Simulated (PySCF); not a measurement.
# CHBF4N: the cost of one run

Program: PySCF 2.14.0. Level of theory: levels as typed in each script, gas phase, geometry from start geometry of a pair search. These are calculated values, not measurements.

**1. The starting structure**

SMILES `F[B-](F)(F)F.C#N`, 8 atoms, charge -1, spin multiplicity 1.

Bond lengths: F1–B2 1.381 Å, B2–F3 1.392 Å, B2–F4 1.392 Å, B2–F5 1.394 Å, C6–N7 1.141 Å, C6–H8 1.060 Å. Angles: F1–B2–F3 110.3°, F1–B2–F4 110.3°, F1–B2–F5 110.1°, F3–B2–F4 108.9°, F3–B2–F5 108.6°, F4–B2–F5 108.6°, N7–C6–H8 179.5°.

Geometry (Å):

```
F     2.4407    0.0332   -0.0082
B     1.0596    0.0074    0.0015
F     0.5825    0.1857    1.2972
F     0.5525    1.0194   -0.8084
F     0.5998   -1.2185   -0.4768
C    -2.5726   -0.0820   -0.0138
N    -3.7029    0.0705    0.0122
H    -1.5213   -0.2168   -0.0438
```

**2. Binding of the two fragments (r2SCAN/6-311+g**)**

input.py

```python
import numpy as np
from pyscf import gto, scf, dft
from pyscf.scf import atom_ks, atom_hf
from scipy.linalg import block_diag
from pyscf.dispersion import dftd3

def solve(mol, dm0=None, hcore=None):
    mf = (dft.UKS if mol.spin else dft.RKS)(mol, xc='r2scan')
    mf.grids.level = 3
    mf = mf.density_fit(auxbasis='def2-universal-jkfit')
    mf.conv_tol, mf.max_cycle = 1e-8, 80
    if hcore is not None:
        mf.get_hcore = lambda *args: hcore
    mf.kernel(dm0)
    if not mf.converged:
        mf = mf.newton().run(mf.mo_coeff, mf.mo_occ, max_cycle=30)
    assert mf.converged, 'SCF not converged'
    return mf

mol = gto.M(atom='''
F      2.44073     0.03316    -0.00817
B      1.05962     0.00736     0.00146
F      0.58253     0.18570     1.29715
F      0.55246     1.01942    -0.80837
F      0.59976    -1.21846    -0.47682
C     -2.57263    -0.08200    -0.01380
N     -3.70290     0.07053     0.01217
H     -1.52134    -0.21682    -0.04378
''', basis='6-311+g**', charge=-1, spin=0, verbose=4)
mol_a = gto.M(atom='''
F      2.44073     0.03316    -0.00817
B      1.05962     0.00736     0.00146
F      0.58253     0.18570     1.29715
F      0.55246     1.01942    -0.80837
F      0.59976    -1.21846    -0.47682
ghost-C     -2.57263    -0.08200    -0.01380
ghost-N     -3.70290     0.07053     0.01217
ghost-H     -1.52134    -0.21682    -0.04378
''', basis='6-311+g**', charge=-1, spin=0, verbose=4)
mol_b = gto.M(atom='''
ghost-F      2.44073     0.03316    -0.00817
ghost-B      1.05962     0.00736     0.00146
ghost-F      0.58253     0.18570     1.29715
ghost-F      0.55246     1.01942    -0.80837
ghost-F      0.59976    -1.21846    -0.47682
C     -2.57263    -0.08200    -0.01380
N     -3.70290     0.07053     0.01217
H     -1.52134    -0.21682    -0.04378
''', basis='6-311+g**', charge=0, spin=0, verbose=4)
ab, a, b = solve(mol), solve(mol_a), solve(mol_b)
e_int = ab.e_tot - a.e_tot - b.e_tot
print('counterpoise-corrected interaction energy / kcal/mol', e_int * 627.5095)
def disp(atoms, charge):
    m = gto.M(atom=atoms, charge=charge, basis='sto-3g', spin=None, unit='Bohr', verbose=0)
    return dftd3.DFTD3Dispersion(m, xc='r2scan', version='d3bj').get_dispersion()['energy']
e_disp = disp(mol._atom, mol.charge) - disp(mol._atom[:5], mol_a.charge) - disp(mol._atom[5:], mol_b.charge)
print('D3(BJ) part / kcal/mol', e_disp * 627.5095)
# spherically averaged free atoms, for the promolecule
atm = atom_ks.get_atm_nrks(mol, xc='r2scan')
pro = block_diag(*[(atm[a[0]][2] * atm[a[0]][3]) @ atm[a[0]][2].T for a in mol._atom])
np.savez('result.npz', e_int=e_int, e_disp=e_disp, dm_a=a.make_rdm1(), dm_b=b.make_rdm1(), c=ab.mo_coeff, occ=ab.mo_occ, eps=ab.mo_energy, pro=pro, d=[f.dip_moment(verbose=0) for f in (ab, a, b)])
```

Command:

```bash
$ OMP_NUM_THREADS=1 python input.py
```

What time and memory should one allow on 1 thread of Arm Neoverse V2, shared host?

About 96 s, with a peak of 0.64 GiB.
